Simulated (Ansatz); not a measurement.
# CH₆F₂GeSi: a ladder of functionals and wavefunction methods

An exercise on one series of results from a longer session: the logs are not shown, and one member is left open.

Computed with Ansatz 0.2.0, Gaussian basis. Level: functionals in def2-TZVPP, the program's frozen cores in correlated methods.

Plan: PBE-D4, r2SCAN-D4, PBE0-D4, B3LYP-D4, ωB97X-V, ωB97M-V, B2PLYP; CCSD(T)/def2-TZVPP; MP2/def2-QZVPP; extrapolation to the limit.

**The relaxed structure**

The geometry comes from an earlier relaxation with PBE0-D4 in a triple-zeta def2 set; it is a stationary point, not always the lowest conformer.

11 atoms, charge 0, spin multiplicity 1.

Atoms are counted from 1 here; the program's logs count them from 0.

Bond lengths: C1–Si2 1.846 Å, C1–H6 1.093 Å, C1–H7 1.093 Å, C1–H8 1.093 Å, Si2–F3 1.597 Å, Si2–F4 1.597 Å, Si2–Ge5 2.380 Å, Ge5–H9 1.538 Å, Ge5–H10 1.535 Å, Ge5–H11 1.538 Å. Angles: Si2–C1–H6 110.7°, Si2–C1–H7 110.2°, Si2–C1–H8 110.7°, H6–C1–H7 108.4°, H6–C1–H8 108.3°, H7–C1–H8 108.4°, C1–Si2–F3 108.8°, C1–Si2–F4 108.8°, C1–Si2–Ge5 116.1°, F3–Si2–F4 106.0°, F3–Si2–Ge5 108.4°, F4–Si2–Ge5 108.4°, Si2–Ge5–H9 110.0°, Si2–Ge5–H10 110.9°, Si2–Ge5–H11 110.0°, H9–Ge5–H10 108.8°, H9–Ge5–H11 108.2°, H10–Ge5–H11 108.8°.

Set-up of the first run:

File in.yaml:

```yaml
crystal:
  periodic: [false, false, false]
  atoms:
    - {symbol: C, position_ang: [-0.904669, -1.301063, 0.807615]}
    - {symbol: Si, position_ang: [0.562426, -0.574757, -0.045537]}
    - {symbol: F, position_ang: [1.833543, -0.713939, 0.910865]}
    - {symbol: F, position_ang: [0.888311, -1.449823, -1.340865]}
    - {symbol: Ge, position_ang: [0.367479, 1.702575, -0.707969]}
    - {symbol: H, position_ang: [-1.128407, -0.751716, 1.725088]}
    - {symbol: H, position_ang: [-0.712046, -2.345126, 1.068119]}
    - {symbol: H, position_ang: [-1.784629, -1.262980, 0.161224]}
    - {symbol: H, position_ang: [0.111847, 2.588644, 0.522255]}
    - {symbol: H, position_ang: [1.648289, 2.180957, -1.405825]}
    - {symbol: H, position_ang: [-0.816543, 1.870229, -1.674371]}
basis:
  gaussian: {orbitals: def2-TZVPP}
hamiltonian: {xc: pbe, dispersion: d4}
output: {forces: true, orbitals: {seedname: orbitals}}
```

Started as:

```console
$ ansatz run in.yaml --threads 2 --pin off --events-out ev --progress --plain --max-ram 22528MiB --backend cpu
```

Among the steps run: PBE-D4 (GGA); r2SCAN-D4 (meta-GGA); PBE0-D4 (hybrid); B3LYP-D4 (hybrid); ωB97X-V (range-separated); ωB97M-V (range-separated); B2PLYP (double hybrid); CCSD(T) in def2-TZVPP; MP2 in def2-QZVPP.

One table of the session follows, with a row left open; its other results are not shown here.

```
            method  atomisation energy (eV)
            PBE-D4                   40.701
         r2SCAN-D4                        ?
           PBE0-D4                   40.197
          B3LYP-D4                   40.350
           ωB97X-V                   40.761
           ωB97M-V                   40.517
            B2PLYP                   40.078
     HF/def2-TZVPP                   30.602
    MP2/def2-TZVPP                   40.308
   CCSD/def2-TZVPP                   39.345
CCSD(T)/def2-TZVPP                   39.816
           MP2/CBS                   41.274
       CCSD(T)/CBS                   40.782
```

Estimate the missing values for r2SCAN-D4.

As computed: atomisation energy (eV): 40.687. In the column «atomisation energy (eV)» it lies between ωB97M-V (40.517) and PBE-D4 (40.701).

To keep in mind: Free atoms (1 C, 1 Si, 2 F, 1 Ge, 6 H) were run apart at each level; the atomisation energy is their sum less the molecule, without zero-point or spin-orbit terms.
